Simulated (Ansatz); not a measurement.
**C₂H₆GeSi: a ladder of functionals and wavefunction methods**

An exercise on one series of results from a longer session: the logs are not shown, and one member is left open.

The runs use Ansatz 0.2.0, Gaussian basis; functionals in def2-TZVPP, the program's frozen cores in correlated methods.

Plan: PBE-D4, r2SCAN-D4, PBE0-D4, B3LYP-D4, ωB97X-V, ωB97M-V, B2PLYP; CCSD(T)/def2-TZVPP; MP2/def2-QZVPP; extrapolation to the limit.

**The geometry**

All runs share one geometry, relaxed beforehand with PBE0-D4 in a triple-zeta def2 set.

10 atoms, charge 0, spin multiplicity 1.

Atoms are counted from 1 here; the program's logs count them from 0.

Bond lengths: C1–C2 1.345 Å, C1–Si4 1.877 Å, C1–H5 1.089 Å, C2–Ge3 1.968 Å, C2–H6 1.089 Å, Ge3–Si4 2.380 Å, Ge3–H7 1.540 Å, Ge3–H8 1.540 Å, Si4–H9 1.489 Å, Si4–H10 1.489 Å. Angles: C2–C1–Si4 105.9°, C2–C1–H5 123.0°, Si4–C1–H5 131.1°, C1–C2–Ge3 105.3°, C1–C2–H6 123.8°, Ge3–C2–H6 131.0°, C2–Ge3–Si4 72.5°, C2–Ge3–H7 114.8°, C2–Ge3–H8 114.8°, Si4–Ge3–H7 121.0°, Si4–Ge3–H8 120.9°, H7–Ge3–H8 108.5°, C1–Si4–Ge3 76.3°, C1–Si4–H9 115.5°, C1–Si4–H10 115.4°, Ge3–Si4–H9 119.6°, Ge3–Si4–H10 119.6°, H9–Si4–H10 107.7°.

Set-up of the first run:

Input file in.yaml:

```yaml
crystal:
  periodic: [false, false, false]
  atoms:
    - {symbol: C, position_ang: [-0.848440, 0.854486, -0.471194]}
    - {symbol: C, position_ang: [-1.172930, -0.440662, -0.306367]}
    - {symbol: Ge, position_ang: [0.445849, -1.291368, 0.421505]}
    - {symbol: Si, position_ang: [0.933511, 1.015158, 0.095784]}
    - {symbol: H, position_ang: [-1.544598, 1.594587, -0.863067]}
    - {symbol: H, position_ang: [-2.150289, -0.855237, -0.548894]}
    - {symbol: H, position_ang: [1.072836, -2.368735, -0.482442]}
    - {symbol: H, position_ang: [0.288241, -1.874515, 1.837865]}
    - {symbol: H, position_ang: [1.152903, 1.895398, 1.277063]}
    - {symbol: H, position_ang: [1.905916, 1.419788, -0.957354]}
basis:
  gaussian: {orbitals: def2-TZVPP}
hamiltonian: {xc: pbe, dispersion: d4}
output: {forces: true, orbitals: {seedname: orbitals}}
```

Command:

```bash
> ansatz run in.yaml --threads 4 --pin off --events-out ev --progress --plain --max-ram 10444MiB
```

Steps of the session up to this table: PBE-D4 (GGA); r2SCAN-D4 (meta-GGA); PBE0-D4 (hybrid); B3LYP-D4 (hybrid); ωB97X-V (range-separated); ωB97M-V (range-separated); B2PLYP (double hybrid); CCSD(T) in def2-TZVPP; MP2 in def2-QZVPP.

One of the session's tables, all rows but one given; the rest of the session is left out.

It belongs to the step «Atomisation energies». 

| method | atomisation energy (kJ/mol) |
| --- | --- |
| PBE-D4 | 3478.1 |
| r2SCAN-D4 | 3450.5 |
| PBE0-D4 | 3443.2 |
| B3LYP-D4 | 3426.1 |
| ωB97X-V | ? |
| ωB97M-V | 3435.4 |
| B2PLYP | 3393.7 |
| HF/def2-TZVPP | 2535.2 |
| MP2/def2-TZVPP | 3389.5 |
| CCSD/def2-TZVPP | 3317.0 |
| CCSD(T)/def2-TZVPP | 3369.9 |
| MP2/CBS | 3467.2 |
| CCSD(T)/CBS | 3447.6 |

**Question.** Estimate the row for ωB97X-V.

The run gave: atomisation energy (kJ/mol): 3459.2. In the column «atomisation energy (kJ/mol)» it lies between r2SCAN-D4 (3450.5) and MP2/CBS (3467.2).
